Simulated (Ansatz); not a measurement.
**CoC+ (triplet): the correlation ladder, def2-TZVPP**

One table from this session's results is given with a row withheld; the runs are named, their logs left out.

Method: def2-TZVPP, core rule «outside noble gas», up to 10 orbitals frozen; program: Ansatz 0.2.0, Gaussian basis.

Plan: UHF; ROHF; CCSD(T) on UHF.

**What is computed**

The geometry is a PBE0/def2-TZVP stationary point (not a proven minimum) of the parent state, kept for this charge and spin.

2 atoms, charge 1, spin multiplicity 3.

Atoms are counted from 1 here; the program's logs count them from 0.

Bond lengths: Co1–C2 1.609 Å.

The first run:

in.yaml

```yaml
crystal:
  periodic: [false, false, false]
  atoms:
    - {symbol: Co, position_ang: [0.000000, 0.000000, 0.000000]}
    - {symbol: C, position_ang: [0.000000, 0.000000, 1.609200]}
basis:
  gaussian: {orbitals: def2-TZVPP}
total_charge: 1
magnetization: {spin_polarized: true, initial_magnetization: 2}
hamiltonian: {xc: hf}
output: {orbitals: {seedname: orbitals}}
```

Run with:

```console
$ ansatz run in.yaml --threads 1 --pin off --events-out ev --progress --plain --max-ram 4096MiB --backend cpu
```

Steps of the session up to this table: UHF; ROHF; CCSD(T) on UHF.

One of the session's tables, all rows but one given; the rest of the session is left out.

```
  method  from UCCSD(T) (kcal/mol)
    ROHF                   +345.90
     UHF                   +289.96
    UMP2                    +71.92
   UCCSD                         ?
UCCSD(T)                         0
```

Estimate the missing values for UCCSD.

The run gave: from UCCSD(T) (kcal/mol): +22.49. In the column «from UCCSD(T) (kcal/mol)» it lies between UCCSD(T) (0) and UMP2 (+71.92).

Caveats from the session: The determinant is far from a pure spin state, so its energy mixes those of several spin states (harmless only where they are near-degenerate, as at dissociation). Warnings: spin contamination; coupled cluster took another determinant than the lowest.
